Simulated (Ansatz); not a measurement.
Run this with Ansatz 0.2.0, Python API and show what comes out.

`mgo2.cif`
```cif
data_MgO2
_cell_length_a 3.954943
_cell_length_b 3.954943
_cell_length_c 3.954944
_cell_angle_alpha 47.87765
_cell_angle_beta 47.87765
_cell_angle_gamma 47.87760
_symmetry_space_group_name_H-M 'P 1'
_symmetry_Int_Tables_number 1
loop_
_symmetry_equiv_pos_as_xyz
'x, y, z'
loop_
_atom_site_label
_atom_site_type_symbol
_atom_site_fract_x
_atom_site_fract_y
_atom_site_fract_z
Mg1 Mg    0.021630    0.981370    0.976660
O2 O    0.417120    0.424290    0.440260
O3 O    0.569250    0.549120    0.573040
```

Script `mgo2_scf.py`:
```python
# -*- coding: utf-8 -*-
"""SCF run for MgO2, distorted."""

import warnings

import ansatz as az
from ase.io import read
import numpy as np
from pymatgen.core import Structure

warnings.simplefilter("ignore", az.DeckWarning)

atoms = read("mgo2.cif")
structure = az.Crystal.from_ase(atoms)

# the calculation
calculation = (
    structure.calculation()
    .functional("r2scan")
    .kpoints(3)
    .occupations("methfessel_paxton")
    .mixing("broyden", preconditioner="local_kerker")
    .scf(tolerance=1e-09, extra_bands=12, lower_state_search="off")
    .compute(forces=True)
)
res = calculation.run(threads=1, pin="off")
rep = res.report

for key in ("converged", "n_iterations", "n_electrons", "n_kpoints", "n_pw", "n_symmetry_ops", "free_energy_ev", "fermi_energy_ev"):
    print(f"{key:18s} {rep[key]}")

final = Structure(res.lattice.cell_ang, [s.symbol for s in res.lattice.sites], [s.position_frac for s in res.lattice.sites])
# count neighbours out to a fixed multiple of the shortest distance
for index, (site, neighbours) in enumerate(zip(final, final.get_all_neighbors(5.5))):
    first = min(n.nn_distance for n in neighbours)
    shell = [n for n in neighbours if n.nn_distance < 1.2 * first]
    mean = sum(n.nn_distance for n in shell) / len(shell)
    print(f"atom {index} {site.specie.symbol}: {len(shell)} neighbours within 1.2 of the shortest distance, mean {mean:.3f} A")

atom = int(np.linalg.norm(rep["forces_ev_ang"], axis=1).argmax())
print("force on atom", atom, "by term (eV/A)")
for term, rows in rep["force_terms_ev_ang"].items():
    if np.abs(rows[atom]).max() > 1e-6:
        print(f"  {term:26s}", np.round(rows[atom], 4))
print("net force on the cell:", np.round(np.sum(rep["forces_ev_ang"], axis=0), 6) + 0.0)
```

```console
$ python mgo2_scf.py
converged          True
n_iterations       9
n_electrons        22.0
n_kpoints          14
n_pw               775
n_symmetry_ops     1
free_energy_ev     -3063.62700561206
fermi_energy_ev    8.047055448219844
atom 0 Mg: 6 neighbours within 1.2 of the shortest distance, mean 2.122 A
atom 1 O: 1 neighbours within 1.2 of the shortest distance, mean 1.432 A
atom 2 O: 1 neighbours within 1.2 of the shortest distance, mean 1.432 A
force on atom 1 by term (eV/A)
  ewald                      [-43.567  -22.7141 -22.7545]
  local_pseudopotential      [23.6882 14.1109 16.3176]
  nonlocal_pseudopotential   [13.1423  5.5786  4.1401]
  augmentation               [5.2815 2.2188 1.5882]
  nlcc                       [0.2072 0.0864 0.0616]
  augmentation_tail          [0.0008 0.0001 0.0002]
  scf_correction             [-0.0001 -0.0001 -0.    ]
net force on the cell: [-1.e-05 -1.e-05  3.e-06]
```

Reading the output:
- The settings weren't tested for convergence.
- Under fixed occupations the level called the Fermi level is the highest filled one on the SCF mesh; off the mesh a filled band can lie a little above it.
- Energy and stress may still move on a finer k-point mesh.
- Only differences from the Fermi energy are physical; the zero of the scale is a convention.
- An opening on this mesh may only mean that it misses a point where bands touch.
- The cell is a database structure, distorted on purpose.
- The whole script took 5.2 s on 1 thread of Arm Neoverse V2, on a shared host, peak memory 0.52 GiB.
